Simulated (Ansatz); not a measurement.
# Si2H4ClO2F: one species, many methods

How much do the methods differ for Si2H4ClO2F? The plan is to run it at one geometry with functionals of several rungs and with coupled cluster, and see how far each lands from CCSD(T) at the basis-set limit for the atomisation energy.

The runs use Ansatz 0.2.0, Gaussian basis; functionals in def2-TZVPP, the program's frozen cores in correlated methods.

Levels to be run: PBE-D4, r2SCAN-D4, PBE0-D4, B3LYP-D4, ωB97X-V, ωB97M-V, B2PLYP; CCSD(T)/def2-TZVPP; MP2/def2-QZVPP; extrapolation to the limit.

## Step 1: The geometry

An earlier PBE0-D4/def2-TZVP relaxation fixed the geometry.

SMILES `O[Si](F)(Cl)O[SiH3]`, 10 atoms, charge 0, spin multiplicity 1.

Atoms are counted from 1 here; the program's logs count them from 0.

Bond lengths: O1–Si2 1.614 Å, O1–H7 0.959 Å, Si2–F3 1.583 Å, Si2–Cl4 2.021 Å, Si2–O5 1.605 Å, O5–Si6 1.646 Å, Si6–H8 1.483 Å, Si6–H9 1.482 Å, Si6–H10 1.483 Å. Angles: Si2–O1–H7 118.6°, O1–Si2–F3 110.5°, O1–Si2–Cl4 107.4°, O1–Si2–O5 111.9°, F3–Si2–Cl4 107.7°, F3–Si2–O5 107.9°, Cl4–Si2–O5 111.5°, Si2–O5–Si6 148.1°, O5–Si6–H8 109.7°, O5–Si6–H9 107.4°, O5–Si6–H10 109.5°, H8–Si6–H9 110.3°, H8–Si6–H10 109.9°, H9–Si6–H10 110.0°.

## Step 2: PBE-D4 (GGA)

in.yaml reads:

```yaml
crystal:
  periodic: [false, false, false]
  atoms:
    - {symbol: O, position_ang: [-0.451791, -2.453167, -0.431577]}
    - {symbol: Si, position_ang: [0.131066, -1.219914, 0.430976]}
    - {symbol: F, position_ang: [-0.394979, -1.289078, 1.922048]}
    - {symbol: Cl, position_ang: [2.142327, -1.414169, 0.479800]}
    - {symbol: O, position_ang: [-0.308238, 0.197026, -0.180464]}
    - {symbol: Si, position_ang: [0.003304, 1.804469, -0.345135]}
    - {symbol: H, position_ang: [-1.378816, -2.445803, -0.675446]}
    - {symbol: H, position_ang: [1.440821, 2.005804, -0.648887]}
    - {symbol: H, position_ang: [-0.831779, 2.305283, -1.461682]}
    - {symbol: H, position_ang: [-0.351915, 2.509561, 0.910358]}
basis:
  gaussian: {orbitals: def2-TZVPP}
hamiltonian: {xc: pbe, dispersion: d4}
output: {forces: true, orbitals: {seedname: orbitals}}
```

Launch:

```
$ ansatz run in.yaml --threads 2 --pin off --events-out ev --progress --plain --max-ram 31744MiB --backend cuda --devices 0, --max-vram 18GiB
```

Further steps of the session: r2SCAN-D4 (meta-GGA); PBE0-D4 (hybrid); B3LYP-D4 (hybrid); ωB97X-V (range-separated); ωB97M-V (range-separated); B2PLYP (double hybrid); CCSD(T) in def2-TZVPP; MP2 in def2-QZVPP.

Q: Predict the results of all the runs planned. Wanted: atomisation energy, CCSD(T)/CBS; farthest; mean size of error, hybrid; mean size of error, range-separated; gap, smallest and largest; T1 diagnostic; triples share of the correlation energy.

The runs gave:

| quantity | value |
| --- | --- |
| atomisation energy, CCSD(T)/CBS | 3889.1 kJ/mol |
| functionals within 19.4 kJ/mol (0.5 %) | ωB97X-V, ωB97M-V |
| farthest | PBE0-D4 (-91.5 kJ/mol) |
| mean size of error, hybrid | 77.3 kJ/mol |
| mean size of error, range-separated | 13.8 kJ/mol |
| gap, smallest and largest | 6.80 eV (PBE-D4), 13.64 eV (ωB97X-V) |
| T1 diagnostic | 0.0109 |
| triples share of the correlation energy | 3.3 % |

**Reading.** PBE-D4 misses by -27.3 kJ/mol, or 3.0 kJ/mol for each of 9 bonds. By mean error the best rung here is range-separated (13.8 kJ/mol) and the worst is hybrid (77.3 kJ/mol). Rungs with a single functional here are left out of that count. The reference freezes the cores and leaves out relativity and excitations past (T), so misses under about 19.4 kJ/mol can't be ranked. Hartree-Fock recovers 73 % of the binding; the rest is correlation. Orbital gaps span 6.8 to 13.6 eV; exact exchange widens them.
